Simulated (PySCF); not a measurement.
# C3H9B: the cost of one run

Computed with PySCF 2.14.0, with density-fitted response routines of our own, on a single molecule in the gas phase. Atoms count from 0, in the outputs and in this text.

## Step 1: The starting structure

13 atoms, charge 0, multiplicity 1; geometry from: GFN2-xTB. The atoms were then displaced at random by about 0.01 Å, so the start is not that level's minimum.

Bonds of the start (Å): B0–C1 1.56, C1–C2 1.54, C1–C3 1.56, B0–H4 1.16, B0–H5 1.21, C1–H6 1.10, C2–H7 1.09, C2–H8 1.06, C2–H9 1.08, C3–H10 1.04, C3–H11 1.09, C3–H12 1.09.

## Step 2: Geometry optimisation at PBE0-D3(BJ)/def2-SVP

The job: settings as JSON, then the geometry in Å.

```
{"job": {"xc": "PBE0", "basis": "def2-SVP", "d3": "d3bj", "grid": 1, "shake": 0.01, "kind": "geom"}, "charge": 0, "multiplicity": 1}
B      0.135990     1.616050    -0.146240
C      0.030080     0.077140    -0.343830
C     -1.322120    -0.559200     0.043240
C      1.224210    -0.708870     0.278740
H      1.149880     2.157400    -0.028390
H     -0.859400     2.295480    -0.199980
H      0.139040    -0.033090    -1.435380
H     -1.431470    -0.484500     1.123050
H     -2.132940    -0.044900    -0.416190
H     -1.330280    -1.611880    -0.217750
H      2.141850    -0.322020    -0.036140
H      1.140870    -1.761780     0.010370
H      1.120110    -0.636720     1.358160
```

Launch:

```console
$ OMP_NUM_THREADS=1 python probes_run.py task.json out
```

One launch serves the whole session: the jobs run in the order shown.

Q: Estimate the wall time and peak memory of this first job on 1 thread of Arm Neoverse N1, shared host.

About 36 s, with a peak of 0.42 GiB.
